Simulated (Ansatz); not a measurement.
# MnNbN2: the cost of one run

Method: DFT PBE, scalar-relativistic, plane waves, PAW, in Ansatz 0.2.0.

2 further runs of the same task are left out: 1 that didn't finish, 1 set aside as unsound or not needed.

### 1 The structure to begin with

It takes space group P4/mmm (No. 123, tetragonal). Conventional cell: a = 3.079 Å, b = 3.079 Å, c = 4.268 Å, α = 90.00°, β = 90.00°, γ = 90.00°. Around Mn (site symmetry 4/mmm) lie 6 N at 2.13 to 2.18 Å. Nb (site symmetry 4/mmm) has 6 N at 2.13 to 2.18 Å as nearest neighbours. Around N (site symmetry 4/mmm) lie 2 Mn at 2.13 Å and 4 Nb at 2.18 Å. N (site symmetry 4/mmm) is surrounded by 2 Nb at 2.13 Å and 4 Mn at 2.18 Å.

Coordinates:

```cif
data_structure
_symmetry_space_group_name_H-M 'P 1'
_symmetry_Int_Tables_number 1
_cell_length_a 3.0791
_cell_length_b 3.0791
_cell_length_c 4.2676
_cell_angle_alpha 90.000
_cell_angle_beta 90.000
_cell_angle_gamma 90.000
_cell_volume 40.46
loop_
_atom_site_label
_atom_site_type_symbol
_atom_site_fract_x
_atom_site_fract_y
_atom_site_fract_z
_atom_site_occupancy
Mn1 Mn 0.00000 0.00000 0.00000 1
Nb1 Nb 0.50000 0.50000 0.50000 1
N1 N 0.00000 0.00000 0.50000 1
N2 N 0.50000 0.50000 0.00000 1
```

It is the end of an earlier relaxation with the same method, from a database cell with other species swapped in; it is a trial structure. At a tolerance of 0.05 Å it has space group P4/mmm (No. 123); it has 10.12 Å³/atom, an uncorrected energy of -0.59 eV/atom over the elements.

### 2 Static run: bands, density of states and charges

The input, input.yaml:

```yaml
crystal:
  lattice:
    - [3.0791367446, 0.0, 0.0]
    - [0.0, 3.0791367446, 0.0]
    - [0.0, 0.0, 4.2675698232]
  atoms:
    - { symbol: Mn, position: [0.0, 0.0, 0.0], spin: 3.3 }
    - { symbol: Nb, position: [0.5, 0.5, 0.5], spin: -0.14 }
    - { symbol: "N", position: [0.0, 0.0, 0.5] }
    - { symbol: "N", position: [0.5, 0.5, 0.0] }
basis:
  ecutwfc: 420
kpoints:
  mp_grid: { grid: [14, 14, 12] }
  band_path:
    path:
      - [[0.0, 0.0, 0.0], [0.0, 0.5, 0.0], [0.5, 0.5, 0.0], [0.0, 0.0, 0.0], [0.0, 0.0, 0.5], [0.0, 0.5, 0.5], [0.5, 0.5, 0.5], [0.0, 0.0, 0.5]]
      - [[0.0, 0.5, 0.0], [0.0, 0.5, 0.5]]
      - [[0.5, 0.5, 0.0], [0.5, 0.5, 0.5]]
    npoints: 14
hamiltonian:
  xc: pbe
scf:
  occupations: { method: gaussian, width: 0.1 }
  n_extra_bands: 10
output:
  forces: true
  stress: true
  eigenvalues: true
  populations: true
  dos: { projected: true, de: 0.02, nscf_kmesh: { grid: [17, 17, 15] } }
  bader: true
  write_density: true
  write_potential: true
  elf: true
  volumetric_format: npy
magnetization:
  spin_polarized: true
checkpoint:
  read: start.run
  write: ck
  compress: false
  write_wavefunctions: false
  write_every: 100000
```

Run with:

```console
$ ansatz run input.yaml --threads 1 --pin off --max-ram 2560MiB --backend cpu --events-out ev --progress --plain --runs-dir out
```

What time and memory should one allow on 1 thread of Intel Xeon Platinum 8259CL at 2.50GHz (Skylake/Cascade Lake), shared host?

About 97 s, with a peak of 0.72 GiB.
